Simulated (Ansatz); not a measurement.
# CH5OSSi: the cost of one run

Program: Ansatz 0.2.0 through its Python package. Level of theory: CAM-B3LYP/pcseg-2. These are calculated values, not measurements.

## (1) The structure

Bond lengths: C1–O2 1.377 Å, O2–Si3 1.661 Å, Si3–S4 2.247 Å, C1–H5 1.106 Å, C1–H6 1.152 Å, C1–H7 1.054 Å, Si3–H8 1.449 Å, S4–H9 1.385 Å. Angles: C1–O2–Si3 117.1°, O2–C1–H5 109.1°, O2–C1–H6 110.5°, O2–C1–H7 115.1°, H5–C1–H6 101.7°, H5–C1–H7 108.7°, H6–C1–H7 110.9°, O2–Si3–S4 105.5°, O2–Si3–H8 109.3°, S4–Si3–H8 105.5°, Si3–S4–H9 93.0°.

No structure file is read: the coordinates are typed or built in the script.

## (2) Script

tae_ch5ossi.py reads:

```python
from collections import Counter

import ansatz


def total_energy(molecule, charge=0, unpaired=0):
    calc = molecule.calculation().basis(gaussian="pcseg-2").functional("cam_b3lyp")
    if charge:
        calc = calc.charge(charge)
    if unpaired:
        calc = calc.spin("collinear", total=unpaired)
    report = calc.run().report
    if report["published_state_doubts"]:
        print("  doubts:", report["published_state_doubts"])
    return report["free_energy_ev"]

mol = (
    ansatz.Crystal.molecule()
    .atom("C", (-1.3013, 0.4179, 0.5209))
    .atom("O", (0.015, 0.6195, 0.1703))
    .atom("Si", (0.5989, -0.2557, -1.1149))
    .atom("S", (2.8367, -0.1761, -0.9306))
    .atom("H", (-1.5687, 1.1149, 1.3367))
    .atom("H", (-2.0015, 0.7677, -0.3247))
    .atom("H", (-1.5379, -0.564, 0.8231))
    .atom("H", (0.246, -1.6508, -0.9441))
    .atom("H", (2.8013, -0.3197, 0.4461))
)

unpaired = {"C": 2, "O": 2, "Si": 2, "S": 2, "H": 1}
counts = Counter(site.symbol for site in mol.cartesian_sites)
atom_energy = {s: total_energy(ansatz.Crystal.molecule().atom(s, (0, 0, 0)), 0, unpaired[s]) for s in counts}
whole = total_energy(mol, 0, 1)
for s, e in atom_energy.items():
    print(f"{s:2s} x{counts[s]}  {e:14.5f} eV")
print(f"CH5OSSi: {whole:.5f} eV")
split = sum(counts[s] * e for s, e in atom_energy.items()) - whole
print(f"atomisation energy (no zero-point term): {96.485332 * split:.1f} kJ/mol, {split / sum(counts.values()):.3f} eV an atom")
```

## (3) The calls as engine input

The package turns the script's settings into the engine's input (first run):

```yaml
crystal:
  periodic: [false, false, false]
  atoms:
    - { symbol: C, position_ang: [0.0, 0.0, 0.0] }
basis:
  gaussian:
    orbitals: pcseg-2
hamiltonian:
  xc: cam_b3lyp
magnetization:
  spin_polarized: true
  initial_magnetization: 2.0
```

## (4) Running it

The run is started by

```console
python tae_ch5ossi.py
```

What time and memory should one allow on 1 thread of Arm Neoverse V2, shared host?

About 13 s, with a peak of 0.65 GiB.
